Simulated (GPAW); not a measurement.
Runs of GPAW 26.7.0 on HfMoC2. The structure is tetragonal, space group P4/mmm (No. 123). The conventional cell has a = 3.191 Å, b = 3.191 Å, c = 4.485 Å, α = 90.00°, β = 90.00°, γ = 90.00°. Around Hf (site symmetry 4/mmm) lie 6 C at 2.24 to 2.26 Å. Mo (site symmetry 4/mmm) is surrounded by 6 C at 2.24 to 2.26 Å. C (site symmetry 4/mmm) has 2 Mo at 2.24 Å and 4 Hf at 2.26 Å as nearest neighbours. Around C (site symmetry 4/mmm) lie 2 Hf at 2.24 Å and 4 Mo at 2.26 Å. The cell comes from a database or a generator and needn't be the stable form of this composition.

```tsv
task	level	potentials or basis	cell	k mesh	optimizer	fmax	max steps	convergence	gap on the mesh (eV)	pressure (GPa)	relaxed volume (Å³/atom)
relaxation of cell and atoms	PBEsol+D3(BJ)+ATM	PAW data sets generated in the run's folder for this functional, pw	relaxed	6 × 6 × 5	BFGS	0.02 eV/Å	60	density=1e-05 forces=0.0001	none	0.0	10.95
relaxation of cell and atoms	PBEsol	PAW data sets generated in the run's folder for this functional, pw	relaxed	6 × 6 × 5	BFGS	0.02 eV/Å	60	density=1e-05 forces=0.0001	none	0.2	11.11
single point	TB-mBJ	GPAW PAW data sets for LDA (gpaw-data 1.2.1), pw	as given	8 × 8 × 6	-	-	-	-	none	-	-
relaxation of cell and atoms	PBEsol+D4	PAW data sets generated in the run's folder for this functional, pw	relaxed	6 × 6 × 5	BFGS	0.02 eV/Å	60	density=1e-05 forces=0.0001	none	0.0	(b)
relaxation of cell and atoms	PBEsol+D3(BJ)	PAW data sets generated in the run's folder for this functional, pw	relaxed	6 × 6 × 5	BFGS	0.02 eV/Å	60	density=1e-05 forces=0.0001	none	0.0	(a)
relaxation of cell and atoms	PBEsol+D3	PAW data sets generated in the run's folder for this functional, pw	relaxed	6 × 6 × 5	BFGS	0.02 eV/Å	60	density=1e-05 forces=0.0001	none	0.0	10.98
```

Alike in all rows: no spin polarisation; cutoff (eV) 800; smearing fermi-dirac 0.05 eV.

**Question.** Estimate the missing entries.

**Answer.** (a) 10.90; (b) 11.01.

Caveats: later steps reuse the first step's grids (some runs); pairwise dispersion overbinds metals, which lowers pressure and volume (some runs); a model potential gives levels but no total energy (some runs); the PAW data sets were made with another functional, which shifts forces and pressure a little (some runs).

A k mesh can miss the band edges, and the runs leave out spin-orbit coupling on Hf, Mo.

A gap of «none» marks a metal or a gap under the smearing width.

Runs at the PBE level aren't shown here.
